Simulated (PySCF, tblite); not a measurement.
# Ga₂₁N₂₅H₁₈: electronic excitations

Aim: compute the electronic excitations of Ga₂₁N₂₅H₁₈.

Programs: tblite 0.8.0 and PySCF 2.14.0, with routines of our own; each step states its level. All values are computed. Atoms count from 0.

### Step 1. The system as given

64 atoms, charge 0, multiplicity 1; geometry from: force field, distance geometry or constructed start.

### Step 2. Optimising the geometry with GFN2-xTB

The job: settings as JSON, then the geometry in Å.

```
{"job": {"kind": "relax", "xc": "GFN2-xTB", "basis": "xTB"}, "charge": 0, "multiplicity": 1}
N     -3.199400    -0.001800    -0.001600
Ga    -4.809600     0.927600    -0.006900
N     -6.403400    -0.002300     0.001000
Ga    -6.409300    -1.845600    -0.006200
N     -4.807400    -2.776200     0.003400
Ga    -3.207600    -1.850500    -0.002600
N      1.602200     2.776700    -0.003300
Ga     0.003400     3.702700     0.001500
N     -1.599400     2.772900    -0.000400
Ga    -1.604900     0.924200     0.001600
N     -0.002100    -0.001200    -0.002100
Ga     1.599600     0.923000    -0.000000
N      1.598700     8.325700     0.005000
Ga     0.002200     9.249400    -0.002700
N     -1.604300     8.330100     0.000200
Ga    -1.604000     6.475600     0.006300
N      0.000400     5.551900     0.000900
Ga     1.601000     6.471600    -0.001000
N      3.203700     0.001800     0.002500
Ga     0.002800    -1.849100     0.002700
N      1.599800    -2.771200     0.001500
Ga     3.203400    -1.848500    -0.000200
N      8.014100    -2.770400     0.006600
Ga     6.404400    -1.854300    -0.001500
N      4.806900    -2.772400     0.000900
Ga     4.800300    -4.625900     0.002500
N      6.409300    -5.547700    -0.000700
Ga     8.010100    -4.624400     0.001200
N     -8.010100    -2.774600    -0.002000
Ga    -8.009600    -4.624600     0.003400
N     -6.405000    -5.549400    -0.001100
Ga    -4.808300    -4.623700     0.000200
N      6.407600     0.000100    -0.001900
Ga     4.808500     0.923700     0.003700
N     -1.600900    -2.773200    -0.003300
N     -3.203800     5.552200    -0.002900
Ga    -3.205100     3.700100    -0.004100
Ga    -1.601200    -4.622500    -0.002600
N      0.001100    -5.553900    -0.000100
Ga     1.597300    -4.621600     0.001200
N      3.204200    -5.552300     0.003800
N     -4.800500     2.769400     0.003700
N      4.811300     2.776000    -0.003600
Ga     3.206900     3.699500    -0.001800
N     -3.208000    -5.548300     0.002400
N      3.202400     5.551600    -0.003400
H     -7.306900     0.520100    -0.000600
H      2.502500     8.847600     0.002300
H      0.001600    10.800400     0.000200
H     -2.500900     8.845700     0.002000
H      8.910500    -2.262300     0.003100
H      6.415200    -6.588700    -0.000300
H      9.352700    -5.400400     0.000100
H     -8.914800    -2.256600    -0.003000
H     -9.352400    -5.400900     0.001500
H     -6.409100    -6.587000     0.000600
H      7.315900     0.514300    -0.001900
H     -4.102300     6.077600    -0.000700
H      0.000100    -6.590700     0.004000
H      3.203400    -6.588000    -0.001000
H     -5.710900     3.295900     0.001500
H      5.711000     3.294700    -0.001900
H     -3.202600    -6.589300     0.000800
H      4.104800     6.073500     0.001100
```

Run with:

```
$ OMP_NUM_THREADS=8 python large_run.py task.json out
```

One launch serves the whole session: the jobs run in the order shown.

The log of the run:

```text
step      E/eV     max force
  0   -2934.88068    1.243
  1   -2935.02965    0.255
  2   -2935.04674    0.214
  3   -2935.07434    0.180
  4   -2935.08117    0.192
  5   -2935.09632    0.129
  6   -2935.10207    0.158
  7   -2935.11103    0.166
  8   -2935.11825    0.141
  9   -2935.12380    0.104
 10   -2935.12661    0.088
 11   -2935.12888    0.079
 12   -2935.13114    0.067
 13   -2935.13294    0.053
 14   -2935.13388    0.037
 15   -2935.13432    0.030
 16   -2935.13466    0.036
 17   -2935.13504    0.039
 18   -2935.13548    0.035
 19   -2935.13590    0.029
 20   -2935.13625    0.031
 21   -2935.13654    0.025
 22   -2935.13680    0.023
 23   -2935.13706    0.027
 24   -2935.13728    0.024
 25   -2935.13745    0.025
 26   -2935.13758    0.017
```

Wall time 22 s (8 threads of AMD EPYC 7R43, shared host); peak memory 0.14 GiB.

The steps of the relaxation:

| step | energy from step 0 (eV) | largest force (eV/Å) |
| --- | --- | --- |
| 0 | 0.0000 | 1.2431 |
| 1 | -0.1490 | 0.2553 |
| 2 | -0.1661 | 0.2137 |
| 3 | -0.1937 | 0.1809 |
| 4 | -0.2005 | 0.1925 |
| 5 | -0.2156 | 0.1284 |
| 6 | -0.2214 | 0.1574 |
| 7 | -0.2303 | 0.1662 |
| 8 | -0.2376 | 0.1417 |
| 9 | -0.2431 | 0.1044 |
| 10 | -0.2459 | 0.0881 |
| 11 | -0.2482 | 0.0791 |
| 13 | -0.2523 | 0.0527 |
| 14 | -0.2532 | 0.0372 |
| 15 | -0.2536 | 0.0307 |
| 16 | -0.2540 | 0.0355 |
| 18 | -0.2548 | 0.0350 |
| 19 | -0.2552 | 0.0297 |
| 20 | -0.2556 | 0.0312 |
| 22 | -0.2561 | 0.0231 |
| 23 | -0.2564 | 0.0270 |
| 24 | -0.2566 | 0.0242 |
| 25 | -0.2568 | 0.0240 |
| 26 | -0.2569 | 0.0175 |

Close pairs (by a distance rule), those that changed most:

| bond | before (Å) | after (Å) | change (Å) |
| --- | --- | --- | --- |
| N41–H60 | 1.052 | 1.014 | -0.037 |
| N32–H56 | 1.044 | 1.015 | -0.029 |
| N2–H46 | 1.044 | 1.015 | -0.029 |
| N45–H63 | 1.042 | 1.015 | -0.028 |
| N12–H47 | 1.044 | 1.017 | -0.027 |
| N44–H62 | 1.041 | 1.015 | -0.026 |
| N35–H57 | 1.041 | 1.015 | -0.026 |
| N28–H53 | 1.043 | 1.017 | -0.026 |

The end geometry stands in the next job.

### Step 3. Electronic excitations: TDDFT PBE/def2-SVP

The job: settings as JSON, then the geometry in Å.

```
{"job": {"kind": "uv", "basis": "def2-SVP", "grid": 1, "kgrid": 0, "vcut": null, "nstates": 6, "ntriplets": 2, "tda": false, "delta": ["ip_vertical"], "pop": true, "xc": "PBE"}, "charge": 0, "multiplicity": 1}
N     -3.181145    -0.000763    -0.003941
Ga    -4.772669     0.919324    -0.001266
N     -6.363778    -0.003201    -0.001744
Ga    -6.381973    -1.842240    -0.001885
N     -4.784512    -2.761509     0.001757
Ga    -3.188073    -1.840129    -0.001514
N      1.589876     2.756045    -0.002219
Ga     0.000450     3.682134    -0.000333
N     -1.589036     2.756156    -0.000207
Ga    -1.589430     0.918200    -0.000943
N      0.000093     0.000418    -0.000560
Ga     1.589742     0.918230    -0.000021
N      1.572558     8.298171     0.005046
Ga     0.000602     9.246396     0.000915
N     -1.571344     8.298094     0.001464
Ga    -1.594538     6.449124     0.001119
N      0.000656     5.525484     0.003186
Ga     1.595778     6.449378     0.001122
N      3.181270    -0.000881     0.004366
Ga     0.000061    -1.835142    -0.000247
N      1.592104    -2.753888     0.001602
Ga     3.188518    -1.840127     0.001293
N      7.971591    -2.787947     0.005834
Ga     6.382201    -1.842766     0.001405
N      4.784370    -2.762216    -0.000349
Ga     4.786771    -4.605407     0.000953
N      6.399366    -5.510264    -0.002189
Ga     8.006716    -4.623281     0.001204
N     -7.971550    -2.786976    -0.002775
Ga    -8.007047    -4.622504     0.000214
N     -6.399998    -5.509576    -0.001217
Ga    -4.787085    -4.604941    -0.000040
N      6.364576    -0.003610    -0.003079
Ga     4.773217     0.919094     0.000023
N     -1.591735    -2.753656    -0.003245
N     -3.178384     5.513879    -0.007019
Ga    -3.181716     3.674755    -0.000822
Ga    -1.590717    -4.592194    -0.000226
N     -0.000208    -5.510135    -0.006645
Ga     1.590653    -4.592594     0.001338
N      3.184873    -5.509556     0.009608
N     -4.771903     2.755970     0.007295
N      4.773036     2.755651    -0.003368
Ga     3.182788     3.674593    -0.001578
N     -3.185098    -5.508902     0.005589
N      3.179433     5.513935    -0.007118
H     -7.236242     0.514895    -0.001278
H      2.469948     8.776146     0.000731
H      0.000640    10.793247    -0.000462
H     -2.468710     8.776196     0.001102
H      8.834708    -2.250521     0.002575
H      6.365441    -6.526480     0.000828
H      9.346615    -5.396906     0.000343
H     -8.834275    -2.248871    -0.002449
H     -9.346761    -5.396042     0.002262
H     -6.364715    -6.525727     0.001343
H      7.237308     0.514137    -0.000526
H     -4.063275     6.010431     0.001788
H     -0.000182    -6.524374     0.006466
H      3.172529    -6.524147    -0.003314
H     -5.650193     3.263339    -0.002118
H      5.651521     3.262766    -0.001399
H     -3.172580    -6.523538    -0.001193
H      4.064298     6.010535     0.002605
```

Level: TDDFT PBE/def2-SVP, vertical, gas phase, core orbitals frozen in the response.

The log of the run:

```text
start: PBE on a coarse grid of 304037 points
cycle   1  E = -41786.3759841103  dE = -2.650e+00  |g| = 4.153e+00  |ddm| = 1.158e+01
cycle   2  E = -41775.3951218868  dE =  1.098e+01  |g| = 8.058e+00  |ddm| = 1.035e+01
cycle   3  E = -41788.8275985222  dE = -1.343e+01  |g| = 1.086e+00  |ddm| = 8.351e+00
cycle   4  E = -41789.1003128303  dE = -2.727e-01  |g| = 2.603e-01  |ddm| = 1.095e+00
cycle   5  E = -41789.0953188812  dE =  4.994e-03  |g| = 2.490e-01  |ddm| = 4.189e-01
cycle   6  E = -41789.1109579694  dE = -1.564e-02  |g| = 3.445e-02  |ddm| = 2.420e-01
cycle   7  E = -41789.1112922756  dE = -3.343e-04  |g| = 1.441e-02  |ddm| = 5.347e-02
cycle   8  E = -41789.1113192109  dE = -2.694e-05  |g| = 7.050e-03  |ddm| = 1.735e-02
final grid: 304037 points
cycle   9  E = -41789.1112323951  dE =  8.682e-05  |g| = 2.010e-02  |ddm| = 2.391e-02
cycle  10  E = -41789.1104332030  dE =  7.992e-04  |g| = 6.086e-02  |ddm| = 6.903e-02
cycle  11  E = -41789.1113326891  dE = -8.995e-04  |g| = 4.353e-03  |ddm| = 5.215e-02
cycle  12  E = -41789.1113430312  dE = -1.034e-05  |g| = 8.256e-04  |ddm| = 4.265e-03
cycle  13  E = -41789.1113312578  dE =  1.177e-05  |g| = 1.614e-04  |ddm| = 8.013e-04
cycle  14  E = -41789.1113271778  dE =  4.080e-06  |g| = 5.274e-05  |ddm| = 1.853e-04
converged SCF energy = -41789.1113271778

Static polarisability (au): isotropic 763.013, principal 350.433 969.213 969.394

Singlet excitations
state   eV       nm        f      main configurations
  1   3.1133    398.2   0.00000   H-1->L 0.96
  2   3.1139    398.2   0.00000   H-2->L 0.97
  3   3.1191    397.5   0.00001   H->L 0.93
  4   3.1360    395.4   0.00000   H-3->L 1.00
  5   3.3620    368.8   0.00000   H-4->L 0.99
  6   3.3621    368.8   0.00000   H-5->L 0.99

Triplet excitations (Tamm-Dancoff, eV): 3.0763 3.0850
```

It took 2.4 min on 8 threads of AMD EPYC 7R43, shared host; peak memory 5.2 GiB.

Warnings kept with the result: ip_vertical: open-shell SCF did not converge.

The orbitals next to the gap, with their largest atomic shares:

| orbital | eV | atoms |
| --- | --- | --- |
| HOMO−4 | -5.36 | N42 10 %, N44 10 %, N2 8 % |
| HOMO−3 | -5.13 | N14 5 %, N12 5 %, N45 5 % |
| HOMO−2 | -5.11 | N42 13 %, N45 12 %, N32 11 % |
| HOMO−1 | -5.11 | N28 9 %, N30 9 %, N44 9 % |
| HOMO | -5.11 | N38 14 %, N41 10 %, N40 8 % |
| LUMO | -2.01 | Ga11 6 %, Ga9 6 %, Ga19 6 % |
| LUMO+1 | -1.38 | Ga7 8 %, Ga17 7 %, Ga15 7 % |
| LUMO+2 | -1.38 | Ga23 6 %, Ga21 6 %, Ga3 6 % |
| LUMO+3 | -0.73 | Ga11 6 %, Ga9 6 %, Ga19 5 % |

Ground-state properties from the same run:

| property | computed |
| --- | --- |
| dipole moment (D) | 0.02 |
| polarisability (Å³) | 113.07 |
| HOMO–LUMO gap (eV) | 3.10 |
| −ε(HOMO) (eV) | 5.11 |

### Step 4. What came out

```
                                quantity                        value
           lowest singlet (PBE/def2-SVP)  3.11 eV (398 nm), f = 0.000
brightest single state of those computed  state 3, 3.12 eV, f = 0.000
                          lowest triplet                      3.08 eV
```

**Reading.** The first singlet state (HOMO−1→LUMO 0.96) lies at 3.11 eV and is dark. The lowest triplet lies 0.04 eV below the lowest singlet (triplets in Tamm-Dancoff, singlets in full TDDFT).
